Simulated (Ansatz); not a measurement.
# AlGeH₅ (singlet): the correlation ladder at distance Al2–H7 = 1.458 Å, cc-pVDZ

The task here is to estimate one member of a computed series from the others.

Method: cc-pVDZ, core rule «outside noble gas», up to 19 orbitals frozen; program: Ansatz 0.2.0, Gaussian basis.

Plan: UHF; CCSD(T) on RHF; BCCD(T) on RHF; CISD; CCSDT(Q) on RHF; CASSCF and NEVPT2, 2 electrons in 2 orbitals; CASSCF and NEVPT2, 8 electrons in 8 orbitals.

26 further runs of the same task are left out: 1 for a mislabelled method, 18 that didn't finish, 7 set aside as unsound or not needed.

## The geometry

The geometry derives from a PBE0/def2-TZVP stationary point (not a proven minimum). One bond is set to the value named and the two fragments are kept rigid. No spin-orbit coupling is included. The filled d shell of Ge may be among the frozen orbitals whatever the setting's name suggests; the logs give the count.

7 atoms, charge 0, spin multiplicity 1.

Atoms are counted from 1 here; the program's logs count them from 0.

Bond lengths: Ge1–Al2 2.479 Å, Ge1–H3 1.541 Å, Ge1–H4 1.543 Å, Ge1–H5 1.543 Å, Al2–H6 1.588 Å, Al2–H7 1.458 Å. Angles: Al2–Ge1–H3 113.9°, Al2–Ge1–H4 111.3°, Al2–Ge1–H5 111.3°, H3–Ge1–H4 106.9°, H3–Ge1–H5 106.9°, H4–Ge1–H5 106.0°, Ge1–Al2–H6 121.3°, Ge1–Al2–H7 119.4°, H6–Al2–H7 119.3°.

As a file:

| atom | x (Å) | y (Å) | z (Å) |
| --- | --- | --- | --- |
| Ge1 | 0.00000 | -0.00019 | 0.68476 |
| Al2 | 0.00000 | -0.00007 | -1.79395 |
| H3 | 0.00000 | 1.40793 | 1.30970 |
| H4 | 1.23274 | -0.73984 | 1.24584 |
| H5 | -1.23274 | -0.73984 | 1.24584 |
| H6 | 0.00000 | 1.35708 | -2.61798 |
| H7 | 0.00000 | -1.26970 | -2.51074 |

Set-up of the first run:

in.yaml reads:

```yaml
crystal:
  periodic: [false, false, false]
  atoms:
    - {symbol: Ge, position_ang: [0.000000, -0.000192, 0.684765]}
    - {symbol: Al, position_ang: [0.000000, -0.000066, -1.793948]}
    - {symbol: H, position_ang: [0.000000, 1.407934, 1.309699]}
    - {symbol: H, position_ang: [1.232737, -0.739842, 1.245836]}
    - {symbol: H, position_ang: [-1.232737, -0.739842, 1.245836]}
    - {symbol: H, position_ang: [0.000000, 1.357084, -2.617977]}
    - {symbol: H, position_ang: [0.000000, -1.269702, -2.510739]}
basis:
  gaussian: {orbitals: cc-pVDZ}
magnetization: {spin_polarized: true, initial_magnetization: 0}
hamiltonian: {xc: hf}
output: {orbitals: {seedname: orbitals}}
```

Started as:

```sh
$ ansatz run in.yaml --threads 1 --pin off --events-out ev --progress --plain --max-ram 2393MiB
```

Among the steps run: UHF; CCSD(T) on RHF; BCCD(T) on RHF; CISD; CCSDT(Q) on RHF; CASSCF and NEVPT2, 2 electrons in 2 orbitals; CASSCF and NEVPT2, 8 electrons in 8 orbitals.

One table of the session follows, with a row left open; its other results are not shown here.

| method | from RCCSDT(Q) (kcal/mol) |
| --- | --- |
| RHF | ? |
| RMP2 | +31.40 |
| CISD | +14.81 |
| RCCSD | +3.42 |
| RCCSD(T) | +0.71 |
| BCCD(T) | +0.69 |
| RCCSDT | +0.10 |
| RCCSDT(Q) | 0 |
| CASSCF pair | +128.94 |
| NEVPT2 pair | +31.47 |
| CASSCF frontier | +102.11 |
| NEVPT2 frontier | +30.99 |

Q: Estimate the row for RHF from the others.

**Answer.** from RCCSDT(Q) (kcal/mol): +137.84. In the column «from RCCSDT(Q) (kcal/mol)» it is the highest.
